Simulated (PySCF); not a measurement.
# The bond of NaAs, level by level

An exercise on one series of results from a longer session: the logs are not shown, and one member is left open.

Program: PySCF 2.14.0. Level of theory: Na pcseg-1, As pcseg-1, no relativity. These are calculated values, not measurements.

Set-up of the first run:

A driver script around PySCF takes these settings:

```
atoms                         : Na, As
charge                        : 0
basis                         : Na pcseg-1, As pcseg-1
Hamiltonian                   : no relativity
basis functions               : 37
electrons treated             : 44
masses in u                   : 22.9898, 74.9216
levels                        : PBE0, PBE, r²SCAN, B3LYP, BHandHLYP, M06-2X, HF, MP2, SCS-MP2, CCSD, CCSD(T)
grid                          : 80 radial by 434 angular points
occupations                   : held fixed by the projection of orbital angular momentum
dissociation limit            : Na + As, each in its ground configuration
starting distance in angstrom : 2.750
values of 2S to try           : 0, 2, 4
```

Run with:

```console
$ OMP_NUM_THREADS=1 python dia.py task.json out
```

Steps of the session up to this table: Set-up; PBE0 along the bond; Higher solutions at PBE0; PBE (GGA); r²SCAN (meta-GGA); B3LYP (global hybrid GGA); BHandHLYP (global hybrid GGA); M06-2X; ROHF (mean field); Correlated methods on the Hartree–Fock reference.

One of the session's tables, all rows but one given; the rest of the session is left out.

Energy (eV) from each level's lowest point:

```
R (Å)   ROHF  ROHF-MP2  ROHF-SCS-MP2  ROHF-CCSD  ROHF-CCSD(T)
2.372  0.459     0.463         0.468        n/a           n/a
2.482  0.212     0.218         0.222      0.235         0.241
2.592  0.072     0.077         0.079      0.090         0.094
2.675  0.019     0.022         0.023      0.030         0.033
2.758  0.000     0.000         0.000      0.003         0.005
2.841  0.007     0.004         0.002      0.000         0.000
2.951      ?         ?             ?          ?             ?
3.089  0.137     0.118         0.112      0.088         0.082
3.254  0.278     0.247         0.237      0.192         0.180
3.475  0.499     0.448         0.433        n/a           n/a
```

Estimate the missing values for R (Å) = 2.951.

Worked estimate for «ROHF». A straight line through the neighbours (2.841, 0.007) and (3.089, 0.137) gives 0.007 + (0.137 − 0.007) × (2.951 − 2.841) / (3.089 − 2.841) = 0.065; a parabola fitted to 4 rows on both sides gives 0.052.

As computed: ROHF: 0.049; ROHF-MP2: 0.039; ROHF-SCS-MP2: 0.036; ROHF-CCSD: 0.025; ROHF-CCSD(T): 0.022. In «ROHF» the line misses by +0.016 and the parabola by +0.003.
